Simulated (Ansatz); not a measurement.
# Ga2AsN: the cost of one run

The runs shown are made with Ansatz 0.2.0. PAW datasets, plane waves, zero pressure. The cell comes from a prototype generator: it can be a known phase or a hypothetical one. Spin polarisation is off.

## 1. The system as given

This is the cell as the run starts from it, not yet at rest; its lengths are not the crystal's.

The symmetry is R-3m (No. 166, trigonal); conventional cell a = 3.175 Å, c = 15.553 Å, 11.31 Å³ an atom. Around N lie 6 Ga at 2.24 Å; around As lie 6 Ga at 2.24 Å; around Ga lie 3 N at 2.24 Å and 3 As at 2.24 Å.

The structure in full:

```cif
data_structure
_symmetry_space_group_name_H-M 'R-3m:H'
_symmetry_Int_Tables_number 166
_cell_length_a 3.1747
_cell_length_b 3.1747
_cell_length_c 15.5528
_cell_angle_alpha 90.000
_cell_angle_beta 90.000
_cell_angle_gamma 120.000
_cell_volume 135.75
loop_
_atom_site_label
_atom_site_type_symbol
_atom_site_symmetry_multiplicity
_atom_site_Wyckoff_symbol
_atom_site_fract_x
_atom_site_fract_y
_atom_site_fract_z
_atom_site_occupancy
N1 N 3 a 0.00000 0.00000 0.00000 1
As1 As 3 b 0.33333 0.66667 0.16667 1
Ga1 Ga 6 c 0.00000 0.00000 0.25000 1
```

## 2. Relaxing with PBE

The input, input.yaml:

```yaml
crystal:
  lattice:
    - [1.5873557288, 0.9164602573, 5.1842821012]
    - [-1.5873557288, 0.9164602573, 5.1842821012]
    - [0.0, -1.8329205147, 5.1842821012]
  atoms:
    - { symbol: "N", position: [1.0, 0.0, 0.0] }
    - { symbol: As, position: [0.5, 0.5, 0.5] }
    - { symbol: Ga, position: [0.25, 0.25, 0.25] }
    - { symbol: Ga, position: [0.75, 0.75, 0.75] }
kpoints:
  mp_grid: { grid: [8, 8, 8] }
hamiltonian:
  xc: pbe
scf:
  occupations: { method: fermi_dirac, width: 0.02 }
relax:
  f_tol: 0.005
  cell: {}
```

The run is started by

```bash
ansatz run input.yaml --threads 2 --pin off --max-ram 2211MiB --backend cpu --events-out ev --progress --plain --runs-dir out
```

**Question.** How long does this run take on 2 threads of Intel Xeon at 2.50GHz (Skylake/Cascade Lake), shared host, and how much memory does it need?

About 2 min, with a peak of 0.45 GiB.
